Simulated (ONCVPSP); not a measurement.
# Phosphorus: generating and testing an ONCV potential

Task: generate the file, and judge it by its errors in other configurations, its logarithmic derivatives, its ghosts and its cutoff.

Program: ONCVPSP 4.0.1.1 (patched build). Reference atom: LDA (Perdew-Wang 92), scalar-relativistic, spherical and spin-unpolarised. All values are calculated.

## (1) Starting point

Typed settings, in words:

```
element                 : phosphorus (P, Z = 15)
type                    : optimised norm-conserving Vanderbilt (ONCV)
frozen core             : [Ne]
valence charge          : 5
reference configuration : 3s2 3p3
partial waves           : 3s: rc 1.25 bohr, ncon 4, nbas 7, qcut 5.6 1/bohr, local; 3p: rc 1.85 bohr, ncon 3, nbas 7, qcut 3.8 1/bohr, 3 projectors, debl 2.7 Ha; d scattering state at 0.31 Ha: rc 1.85 bohr, ncon 5, nbas 10, qcut 6 1/bohr, 2 projectors, debl 2.6 Ha
local potential         : the s channel
core correction         : Teter function, fcfact 5.75, rcfact 1.5
```

## (2) Generation

Contents of P.dat:

```
# ATOM AND REFERENCE CONFIGURATION
# atsym  z   nc   nv     iexc    psfile
  P 15.00    3    2  -001012      upf
#
#   n    l    f
    1    0    2.00
    2    0    2.00
    2    1    6.00
    3    0    2.00
    3    1    3.00
#
# PSEUDOPOTENTIAL AND OPTIMIZATION
# lmax
    2
#
#   l,   rc,      ep,       ncon, nbas, qcut
    0    1.25    0.00    4    7    5.60
    1    1.85    0.00    3    7    3.80
    2    1.85    0.31    5   10    6.00
#
# LOCAL POTENTIAL
# lloc, lpopt,  rc(5),   dvloc0
    0    5    1.25    0.00
#
# VANDERBILT-KLEINMAN-BYLANDER PROJECTORs
# l, nproj, debl
    0    0    1.00
    1    3    2.70
    2    2    2.60
#
# MODEL CORE CHARGE
# icmod, fcfact, rcfact
    3    5.75    1.50
#
# LOG DERIVATIVE ANALYSIS
# epsh1, epsh2, depsh
   -2.00    5.00    0.02
#
# OUTPUT GRID
# rlmax, drl
    6.00    0.01
#
# TEST CONFIGURATIONS
# ncnf
    4
# nvcnf
#   n    l    f
    2
    3    0    2.00
    3    1    2.00
#
    2
    3    0    2.00
    3    1    1.00
#
    2
    3    0    2.00
    3    1    0.00
#
    2
    3    0    2.00
    3    1    2.50
#
```

Launch:

```sh
$ oncvpsp.x < P.dat > P.out
```

**Question.** What will these runs give? Wanted: cutoffs for 1 and 0.1 mHa per electron, occupied waves; bound ghosts; GHOST(+) flags; largest test error; largest phase difference near zero energy, channels read; rms error of d²Exc/dn², without and with the model core.

The runs gave:

```
                                                quantity                 value
  cutoffs for 1 and 0.1 mHa per electron, occupied waves       38 Ha and 77 Ha
                                            bound ghosts            none found
                                          GHOST(+) flags    none at low energy
                            largest test error (AE − PS)  -14 meV, for 3s2 3p0
largest phase difference near zero energy, channels read             0.018 rad
 rms error of d²Exc/dn², without and with the model core     3.45 and 1.24 mHa
```

**Reading.** The worst unpolarised test, 3s2 3p0, is off by 14 meV on 58.9 eV; by total energies transferability rates as good. By its cutoff, 38 Ha for the looser tolerance, it is hard. At the looser tolerance the 3s wave is the slowest; 3p needs 4 Ha. It is free of bound ghosts as far as tested. Near zero energy the phases of the channels with partial waves agree within 0.018 rad. All of this concerns the isolated atom, not yet a solid.
